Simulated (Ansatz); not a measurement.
Geometry optimisation, DFT PBE, scalar-relativistic, plane waves, PAW (Ansatz 0.2.0).

Input file:

```yaml
crystal:
  lattice:
    - [6.42, 0.0, 0.0]
    - [-4.815, 8.339825, 0.0]
    - [0.0, 0.0, 5.21304]
  atoms:
    - { symbol: Mg, position: [0.0, 0.0, 0.0] }
    - { symbol: Mg, position: [0.1666667, 0.2222222, 0.5] }
    - { symbol: Mg, position: [0.0, 0.3333333, 0.0] }
    - { symbol: Mg, position: [0.1666667, 0.5555556, 0.5] }
    - { symbol: Mg, position: [0.0, 0.6666667, 0.0] }
    - { symbol: Mg, position: [0.1666667, 0.8888889, 0.5] }
    - { symbol: Mg, position: [0.5, 0.0, 0.0] }
    - { symbol: Mg, position: [0.6666667, 0.2222222, 0.5] }
    - { symbol: Mg, position: [0.5, 0.3333333, 0.0] }
    - { symbol: Mg, position: [0.6666667, 0.5555556, 0.5] }
    - { symbol: Mg, position: [0.5, 0.6666667, 0.0] }
    - { symbol: Mg, position: [0.6666667, 0.8888889, 0.5] }
    - { symbol: Li, position: [0.824376, 0.4408734, 0.2366302] }
basis:
  ecutwfc: 420.0
kpoints:
  mp_grid: { grid: [4, 3, 4] }
hamiltonian:
  xc: pbe
scf:
  occupations: { method: gaussian, width: 0.05 }
  lower_state_search: "off"
relax:
  f_tol: 0.03
  max_steps: 60
  adjacent_minimum: "off"
```

Launched with:

```bash
$ ansatz run input.yaml --threads 4 --pin off --max-ram 10240MiB --backend cpu --events-out ev --progress --plain --runs-dir out
```

Where does it end, and by what steps?

It converged. The force dipped under the threshold on the way, but the program's further checks kept it going. Limits of this set-up: coarse k mesh, a small cell, in which the defect meets its images, a typed lattice constant that wasn't relaxed here. After 9 steps the energy has fallen by 1.191 eV; Mg9 moved furthest, 0.85 Å. Parted: Mg5–Mg9 (3.21 → 4.39 Å). Joined: Mg11–Li13 (3.89 → 2.87 Å).

| step | energy less start (eV) | largest force component (eV/Å) | accepted |
| --- | --- | --- | --- |
| 0 | 0.0000 | 1.276 | yes |
| 1 | -0.8687 | 0.393 | yes |
| 2 | -1.0224 | 0.161 | yes |
| 3 | -1.0410 | 0.119 | yes |
| 4 | -1.0790 | 0.117 | yes |
| 5 | -1.1203 | 0.164 | yes |
| 6 | -1.1610 | 0.109 | yes |
| 7 | -1.1876 | 0.068 | yes |
| 8 | -1.1911 | 0.020 | yes |
| 9 | -1.1911 | 0.020 | yes |

```xyz
13
Lattice="6.4200 0.0000 0.0000 -4.8150 8.3398 0.0000 0.0000 0.0000 5.2130" Properties=species:S:1:pos:R:3
Mg -0.063 -0.262 0.047
Mg 0.047 2.000 2.155
Mg -1.595 2.790 -0.178
Mg -1.611 4.665 2.687
Mg -2.789 5.896 0.058
Mg -3.207 7.601 2.675
Mg 3.356 0.103 0.097
Mg 3.395 1.799 2.571
Mg 1.360 2.189 -0.566
Mg 1.670 4.864 3.202
Mg 0.172 5.355 0.386
Mg -0.053 7.384 2.736
Li 2.489 3.772 1.004
```

Whether the end is a true minimum wasn't checked by a vibrational analysis.

Time of the run: 39 s on 4 threads of Intel(R) Xeon(R) Platinum 8488C (Sapphire Rapids), on a shared host, peak memory 1 GiB.
